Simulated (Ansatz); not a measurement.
**CH3BrO2Si: an energy map over bond length O1–Si2 and dihedral H6–O1–Si2–C4**

How does the energy of CH₃BrO₂Si, SMILES O[Si]1(Br)CO1 change over two coordinates at once? A grid of runs gives the map.

The runs use Ansatz 0.2.0; RKS PBE0-D4/def2-SVP.

## Step 1: Starting geometry

SMILES `O[Si]1(Br)CO1`, 8 atoms, charge 0, spin multiplicity 1.

Atoms are counted from 1 here; the program's logs count them from 0.

Bond lengths: O1–Si2 1.660 Å, O1–H6 0.976 Å, Si2–Br3 2.204 Å, Si2–C4 1.820 Å, Si2–O5 1.679 Å, C4–O5 1.524 Å, C4–H7 1.107 Å, C4–H8 1.108 Å. Angles: Si2–O1–H6 113.7°, O1–Si2–Br3 106.2°, O1–Si2–C4 128.1°, O1–Si2–O5 119.0°, Br3–Si2–C4 122.5°, Br3–Si2–O5 119.4°, C4–Si2–O5 51.4°, Si2–C4–O5 59.5°, Si2–C4–H7 122.1°, Si2–C4–H8 123.0°, O5–C4–H7 112.8°, O5–C4–H8 112.5°, H7–C4–H8 112.7°, Si2–O5–C4 69.1°.

Geometry (Å):

```xyz
8
charge 0, multiplicity 1
O    -1.8466    0.4779   -0.4682
Si   -0.3100    0.5142    0.1589
Br   -0.0199    2.5476    0.9591
C     1.0818   -0.5972   -0.2147
O     0.2406   -0.8053    1.0386
H    -2.1880   -0.4237   -0.6199
H     2.1307   -0.3248    0.0133
H     1.0037   -1.4457   -0.9229
```

This geometry comes from a loose relaxation at PBE in a small basis, which is not shown.

## Step 3: Setting up the map

- bond length O1–Si2: 7 values from 1.443 to 2.049 Å
- dihedral H6–O1–Si2–C4: 8 values from −180 to 135 °, periodic

Nothing else is relaxed (all other coordinates rigid). Energies count from the relaxed molecule at the same level. Points are written as (first, second).

(The set-up runs are not shown.)

## Step 4: Grid point (2.049 Å, −180°)

Input file input.yaml:

```yaml
crystal:
  periodic: [false, false, false]
  atoms:
    - { symbol: O, position_ang: [-1.830989, 0.462609, -0.443328] }
    - { symbol: Si, position_ang: [0.070612, 0.519296, 0.31766] }
    - { symbol: Br, position_ang: [0.4887, -1.478348, 1.094727] }
    - { symbol: C, position_ang: [1.023818, 1.967267, 0.813543] }
    - { symbol: O, position_ang: [1.253848, 1.32375, -0.519713] }
    - { symbol: H, position_ang: [-2.176429, -0.412791, -0.651301] }
    - { symbol: H, position_ang: [1.894604, 1.892707, 1.479445] }
    - { symbol: H, position_ang: [0.646783, 2.996236, 0.727822] }
basis:
  gaussian: { orbitals: def2-SVP }
hamiltonian:
  xc: pbe0
  dispersion: d4
output:
  forces: true
```

Run with:

```
$ ansatz run input.yaml --threads 1 --pin off --max-ram 2560MiB --backend cpu --events-out ev --progress --plain --runs-dir out
```

The session goes on with these runs: the other points that were computed.

What does the calculation give? Wanted: lowest point; highest computed point; largest force on an atom.

**Answer**, as computed:

| quantity | value |
| --- | --- |
| lowest point | (1.645 Å, 45°), 0.41 kJ/mol |
| highest computed point | (2.049 Å, −90°), 150 kJ/mol above the lowest |
| largest force on an atom (eV/Å) | 0.2 at (1.645 Å, 45°) to 11.4 at (1.443 Å, −45°); 0.2 at the lowest point |
| time for the whole task | 9.3 min on 1 thread, shared host |

In words: The lowest computed point is at (1.645 Å, 45°), 0.41 kJ/mol from the relaxed molecule at the same level. The grid is coarse, so the lowest point of the scanned range may lie between grid points; coordinates that were held can hide deeper minima. There is a further well near (1.645 Å, −135°) (2.4 kJ/mol above the lowest at that grid point). The highest computed point, (2.049 Å, −90°), lies 150 kJ/mol above the lowest. On the interpolated surface the easiest way out of the lowest well to the well at (1.645 Å, −135°) passes a barrier of about 7.2 kJ/mol. Round the minimum the two coordinates are nearly uncoupled.
